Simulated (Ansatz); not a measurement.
# CH₅InO₃: a ladder of functionals and wavefunction methods

Aim: compute CH₅InO₃ with functionals from several rungs and with coupled cluster, and see how far each lands from CCSD(T) at the basis-set limit for the atomisation energy.

Program: Ansatz 0.2.0, Gaussian basis. Level of theory: functionals in def2-TZVPP, the program's frozen cores in correlated methods. These are calculated values, not measurements.

Plan: LDA (SPW92), PBE-D4, revPBE-D4, BLYP-D4, r2SCAN-D4, B97M-V, PBE0-D4, B3LYP-D4, r2SCANh-D4, r2SCAN0-D4, HSE06-D4, BHLYP-D4, CAM-B3LYP-D4, LC-ωPBE, ωB97X-V, ωB97M-V, B2PLYP, PBE-QIDH; CCSD(T)/def2-SVP; CCSD(T)/def2-TZVPP; MP2/def2-QZVPP; extrapolation to the limit; RPA on PBE.

**1. Structure used throughout**

All runs share one geometry, relaxed beforehand with PBE0-D4 in a triple-zeta def2 set. In takes the def2 core potential; no spin-orbit term is included.

SMILES `C[O][In]([OH])[OH]`, 10 atoms, charge 0, spin multiplicity 1.

Atoms are counted from 1 here; the program's logs count them from 0.

Bond lengths: C1–O2 1.405 Å, C1–H6 1.095 Å, C1–H7 1.099 Å, C1–H8 1.099 Å, O2–In3 1.972 Å, In3–O4 1.964 Å, In3–O5 1.984 Å, O4–H9 0.961 Å, O5–H10 0.960 Å. Angles: O2–C1–H6 108.1°, O2–C1–H7 113.0°, O2–C1–H8 112.9°, H6–C1–H7 107.3°, H6–C1–H8 107.4°, H7–C1–H8 107.9°, C1–O2–In3 121.2°, O2–In3–O4 120.2°, O2–In3–O5 121.2°, O4–In3–O5 118.5°, In3–O4–H9 111.2°, In3–O5–H10 112.9°.

**2. LDA**

This LDA is Slater exchange with PW92 correlation.

in.yaml reads:

```yaml
crystal:
  periodic: [false, false, false]
  atoms:
    - {symbol: C, position_ang: [0.552881, -1.720556, -0.492808]}
    - {symbol: O, position_ang: [0.559451, -0.919016, 0.660857]}
    - {symbol: In, position_ang: [-0.184631, 0.907241, 0.640758]}
    - {symbol: O, position_ang: [-0.169791, 1.999538, 2.272844]}
    - {symbol: O, position_ang: [-0.957868, 1.684082, -1.012431]}
    - {symbol: H, position_ang: [1.032805, -2.673438, -0.247365]}
    - {symbol: H, position_ang: [1.113696, -1.276702, -1.327077]}
    - {symbol: H, position_ang: [-0.461164, -1.946456, -0.850557]}
    - {symbol: H, position_ang: [-0.561130, 2.863191, 2.115740]}
    - {symbol: H, position_ang: [-0.924239, 1.082115, -1.759960]}
basis:
  gaussian: {orbitals: def2-TZVPP}
hamiltonian: {xc: lda}
output: {orbitals: {seedname: orbitals}}
```

Launch:

```
> ansatz run in.yaml --threads 4 --pin off --events-out ev --progress --plain --max-ram 10444MiB
```

The runs that follow: PBE-D4 (GGA); revPBE-D4 (GGA); BLYP-D4 (GGA); r2SCAN-D4 (meta-GGA); B97M-V (meta-GGA); B3LYP-D4 (hybrid); r2SCANh-D4 (hybrid); r2SCAN0-D4 (hybrid); HSE06-D4 (hybrid); BHLYP-D4 (hybrid); CAM-B3LYP-D4 (range-separated); LC-ωPBE (range-separated); ωB97X-V (range-separated); ωB97M-V (range-separated); B2PLYP (double hybrid); PBE-QIDH (double hybrid); CCSD(T) in def2-SVP; CCSD(T) in def2-TZVPP; MP2 in def2-QZVPP; RPA on PBE orbitals.

Before running them: what should the planned runs give, taken together? Wanted: atomisation energy, CCSD(T)/CBS; farthest beyond LDA; mean size of error, GGA; mean size of error, meta-GGA; mean size of error, hybrid; mean size of error, range-separated; mean size of error, double hybrid; gap, smallest and largest; T1 diagnostic.

**Answer**, as computed:

| quantity | value |
| --- | --- |
| atomisation energy, CCSD(T)/CBS | 36.241 eV |
| functionals within 0.362 eV (1.0 %) | r2SCAN-D4, ωB97X-V |
| farthest beyond LDA | BHLYP-D4 (-2.413 eV) |
| mean size of error, GGA | 0.537 eV |
| mean size of error, meta-GGA | 0.435 eV |
| mean size of error, hybrid | 1.167 eV |
| mean size of error, range-separated | 0.364 eV |
| mean size of error, double hybrid | 0.928 eV |
| gap, smallest and largest | 3.34 eV (LDA (SPW92)), 11.07 eV (LC-ωPBE) |
| T1 diagnostic | 0.0170 |
| triples share of the correlation energy | 3.5 % |

In words: LDA overbinds by 5.750 eV (16 %). PBE-D4 is off by +0.418 eV. Double hybrids carry the basis error of their MP2 part in triple zeta, and no dispersion term here, so their miss is partly the set-up's. By mean error the best rung here is range-separated (0.364 eV) and the worst beyond LDA is hybrid (1.167 eV). The gap between the best rungs is small, so their order is not settled. The mean of the hybrids holds BHLYP, with half exact exchange. Misses under about 0.362 eV are within the doubt on the reference itself, which lacks core-valence correlation, spin-orbit coupling and higher excitations, and its outer-core shells are covered unevenly. All levels share the lack of spin-orbit coupling, which lowers the free heavy atoms and so the true binding. Hartree-Fock recovers 65 % of the binding; the rest is correlation. CCSD(T) in def2-SVP is off by -2.992 eV, so the small basis spoils what the method gains. The gap grows from 3.3 to 11.1 eV across the functionals, mostly with the share of exact exchange. Correlated methods include outer-core shells of In, which these sets cover unevenly.
